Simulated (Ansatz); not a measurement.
Write a Python script for Ansatz 0.2.0 through its Python package that makes a ladder of methods at one geometry of C2H4BBrSn, SMILES BrC1=C[B]1[SnH3]. Level of theory (for the species named): LDA, def2-SVP basis, multiplicity 1. The script varies functional: lda, r2scan0, hf, b3lyp, cam_b3lyp, revpbe.

`c2h4bbrsn.xyz`
```text
9

Br    0.80240    1.78680   -2.91280
C     0.89510    0.55460   -1.51240
C     1.60620   -0.44770   -0.87300
B     0.38680   -0.05860   -0.29440
Sn   -1.24380   -0.20060    1.26250
H     2.53530   -1.04030   -0.80100
H    -2.77330    0.22310    0.59310
H    -1.26330   -1.80660    1.90900
H    -0.85680    0.94300    2.61200
```

The script, `methods_c2h4bbrsn.py`:
```python
"""One geometry of C2H4BBrSn, method by method."""

from pathlib import Path
import logging
import sys
import warnings

import ansatz as az
import numpy as np

logging.basicConfig(stream=sys.stdout, format="%(levelname)s %(message)s")
log = logging.getLogger("ansatz_job")
log.setLevel(logging.INFO)

BASIS_SET = "def2-SVP"


def main() -> None:
    warnings.simplefilter("ignore", az.DeckWarning)

    molecule = az.Crystal.molecule_from_extxyz("c2h4bbrsn.xyz")

    job = molecule.calculation().basis(gaussian=BASIS_SET).scf(lower_state_search="light")

    log.info("functional    E (Ha)        dipole (D)   HOMO (eV)  LUMO (eV)")
    for name in ["lda", "r2scan0", "hf", "b3lyp", "cam_b3lyp", "revpbe"]:
        summary = job.functional(name).forces().orbitals().run(threads=1, runs_dir="runs").report
        lines = Path(summary["orbitals_path"]).read_text().splitlines()
        field_of = lambda key: [line.split("=")[1].strip() for line in lines if line.startswith(key)]
        orbitals = [(27.211386 * float(e), s, float(n)) for e, s, n in zip(field_of("Ene="), field_of("Spin="), field_of("Occup="))]
        homo = max(e for e, _, n in orbitals if n > 0.5)
        lumo = min(e for e, _, n in orbitals if n < 0.5)
        dipole = 4.803205 * np.linalg.norm(summary["charge_distribution"]["dipole_moment_e_ang"])
        log.info(f"{name:10s} {summary['free_energy_ev'] / 27.211386246:14.6f} {dipole:9.3f} {homo:11.3f} {lumo:10.3f}")


if __name__ == "__main__":
    main()
```

```console
$ python methods_c2h4bbrsn.py
INFO functional    E (Ha)        dipole (D)   HOMO (eV)  LUMO (eV)
INFO lda          -2886.518120     1.554      -6.408     -2.186
INFO r2scan0      -2891.397369     1.516      -7.718     -0.812
INFO hf           -2888.019898     1.616     -10.300      2.769
INFO b3lyp        -2891.536452     1.584      -7.263     -1.056
INFO cam_b3lyp    -2891.469974     1.569      -8.772      0.384
INFO revpbe       -2891.234700     1.567      -6.256     -1.883
```

The settings weren't tested for convergence. The geometry is a force-field or estimated start, not a minimum of this method, and the basis set is short of its limit. A lower total doesn't mark the better method: functionals have no common bound, and MP2 and coupled cluster aren't variational. def2 sets replace the cores of elements past krypton by effective core potentials. b3lyp holds the VWN-RPA fit, as in Gaussian; the form of ORCA and Turbomole is b3lyp5. Levels such as HOMO and LUMO are orbital energies: with these approximate functionals they aren't the ionisation energy and electron affinity, and their gap isn't the fundamental gap. Run time: 40 s on 1 thread of Arm Neoverse V1, on a shared host, peak memory 0.44 GiB.
